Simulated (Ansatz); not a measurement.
The system is AgAu.

```xyz
2
Lattice="1.4576 0.8415 4.7306 -1.4576 0.8415 4.7306 0.0000 -1.6831 4.7306" Properties=species:S:1:pos:R:3 pbc="T T T"
Au    0.0000    0.0000    7.0960
Ag    0.0000    0.0000    0.0000
```

The cell comes from a database or a generator and needn't be the stable form of this composition.

| Quantity | Value |
| --- | --- |
| Program | Ansatz 0.2.0 |
| Task | relaxation of cell and atoms |
| Functional | PBE |
| Potentials or basis | Ansatz PAW |
| Cutoff | 420 eV (not typed: the program's choice for these potentials) |
| k mesh | 11 × 11 × 11 |
| Occupations | fermi-dirac, width 0.05 eV |
| Spin | no spin polarisation |

At the start: volume 17.41 Å³/atom.

Q: How do energy, volume and symmetry change on relaxing?

A: It ends after 5 steps and the volume is 17.86 Å³/atom (+2.6 %); space group R-3m (No. 166, to 0.05 Å).

Step by step:
```
step  energy change (eV)  largest force (eV/Å)  volume (Å³)
   1              0.0000                0.0000        34.82
   2             -0.0105                0.0000        35.66
   3             -0.0109                0.0000        35.73
   4             -0.0110                0.0000        35.71
   5             -0.0113                0.0000        35.71
```

Final structure:
```
CELL_PARAMETERS angstrom
1.46071 0.84334 4.83180
-1.46071 0.84334 4.83180
0.00000 -1.68669 4.83180
ATOMIC_POSITIONS crystal
Au 0.50000 0.50000 0.50000
Ag 0.00000 0.00000 0.00000
```

Caveat: the plane-wave basis is chosen anew once the cell has moved, so the energies of steps on either side of that aren't comparable.
